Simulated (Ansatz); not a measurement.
Task: a ladder of methods at one geometry of C3H6OSi, SMILES [SiH3]OC1=CC1, with Ansatz's Python interface. Give the script and its output. Settings (for the species named): B3LYP, cc-pVDZ basis, multiplicity 1. The script varies functional: b3lyp, blyp, cam_b3lyp, revpbe.

```xyz
11

Si   -1.6800   -1.0948   -0.1192
O    -0.2692   -0.5804    0.5059
C     0.2786    0.5281   -0.0746
C     1.1019    1.3862    0.6764
C     1.7043    0.7177   -0.4144
H    -2.7361    0.0456    0.0322
H    -1.5527   -1.3684   -1.5705
H    -2.1706   -2.2455    0.5716
H     1.1053    1.3159    1.7961
H     1.9098    1.3119   -1.2557
H     2.3742   -0.0734   -0.1273
```

`c3h6osi_methods.py`
```python
from pathlib import Path
import warnings

import ansatz
from ase import Atoms
import numpy as np

warnings.simplefilter("ignore", ansatz.DeckWarning)

atoms = Atoms(["Si", "O", "C", "C", "C", "H", "H", "H", "H", "H", "H"], positions=[
    (-1.68, -1.0948, -0.1192),
    (-0.2692, -0.5804, 0.5059),
    (0.2786, 0.5281, -0.0746),
    (1.1019, 1.3862, 0.6764),
    (1.7043, 0.7177, -0.4144),
    (-2.7361, 0.0456, 0.0322),
    (-1.5527, -1.3684, -1.5705),
    (-2.1706, -2.2455, 0.5716),
    (1.1053, 1.3159, 1.7961),
    (1.9098, 1.3119, -1.2557),
    (2.3742, -0.0734, -0.1273),
])
geometry = ansatz.Crystal.molecule_from_ase(atoms)

setup = geometry.calculation().basis(gaussian="cc-pVDZ")

print("functional    E (Ha)        dipole (D)   HOMO (eV)  LUMO (eV)")
for name in ["b3lyp", "blyp", "cam_b3lyp", "revpbe"]:
    data = setup.functional(name).forces().orbitals().run(threads=1, pin="off", runs_dir="runs").report
    lines = Path(data["orbitals_path"]).read_text().splitlines()
    field_of = lambda key: [line.split("=")[1].strip() for line in lines if line.startswith(key)]
    orbitals = [(27.211386 * float(e), s, float(n)) for e, s, n in zip(field_of("Ene="), field_of("Spin="), field_of("Occup="))]
    homo = max(e for e, _, n in orbitals if n > 0.5)
    lumo = min(e for e, _, n in orbitals if n < 0.5)
    dipole = 4.803205 * np.linalg.norm(data["charge_distribution"]["dipole_moment_e_ang"])
    print(f"{name:10s} {data['free_energy_ev'] / 27.211386246:14.6f} {dipole:9.3f} {homo:11.3f} {lumo:10.3f}")
```

```console
$ python c3h6osi_methods.py
functional    E (Ha)        dipole (D)   HOMO (eV)  LUMO (eV)
b3lyp         -482.517072     0.793      -6.264     -2.200
blyp          -482.416717     0.780      -5.131     -2.769
cam_b3lyp     -482.401482     0.795      -7.797     -0.793
revpbe        -482.383614     0.812      -5.230     -2.865
```

Notes:
- These settings explore the input space; basis and method may be short of convergence.
- The geometry is a force-field or estimated start, not a minimum of this method, and the basis set is short of its limit. A lower total doesn't mark the better method: functionals have no common bound, and MP2 and coupled cluster aren't variational.
- b3lyp holds the VWN-RPA fit, as in Gaussian; the form of ORCA and Turbomole is b3lyp5.
- Levels such as HOMO and LUMO are orbital energies: with these approximate functionals they aren't the ionisation energy and electron affinity, and their gap isn't the fundamental gap.
- For Al to Cl the sets with a tight d function, cc-pV(X+d)Z, are usual.
- Timing: 15 s on 1 thread of Arm Neoverse V2, with other jobs on the host, peak memory 0.3 GiB.
